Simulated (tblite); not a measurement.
# C4H3N3S: the cost of one run

Computed with tblite 0.8.0 and PySCF 2.14.0; each step states its level. No surroundings beyond the atoms listed, unless a continuum is named. Atoms count from 0, parts from 1.

## Step 1: Starting point

11 atoms, charge 0, multiplicity 1; geometry: rigid parts in contact. Parts: 1 = atoms 0–4, `N#CSC#N`, charge 0; 2 = atoms 5–10, `[C-]#[N+]C`, charge 0.

## Step 2: Search for minima with GFN1-xTB

What the job is given:

```
{"job": {"kind": "dock", "xc": "GFN1-xTB", "basis": "xTB"}, "charge": 0, "multiplicity": 1, "parts": [{"atoms": "0-4", "charge": 0, "multiplicity": 1}, {"atoms": "5-10", "charge": 0, "multiplicity": 1}]}
N     -2.141876     0.665859     0.420123
C     -1.267261    -0.056907     0.244000
S     -0.010383    -1.168027    -0.009592
C      1.265692    -0.075004    -0.245404
N      2.153828     0.634080    -0.409127
C     -1.569238     0.225058    -3.036010
N     -0.889324    -0.696317    -3.873848
C     -0.333382    -1.449663    -4.559005
H     -1.345571     1.243998    -3.358758
H     -2.645236     0.050446    -3.100950
H     -1.239817     0.089620    -2.003742
```

Method: GFN1-xTB search for minima from random contacts, gas phase.

On the command line:

```console
OMP_NUM_THREADS=1 python cluster_run.py task.json out
```

This one command runs all jobs of the session in turn.

Q: Estimate the wall time of this first job on 1 thread of AMD EPYC, shared host.

About 60 s.
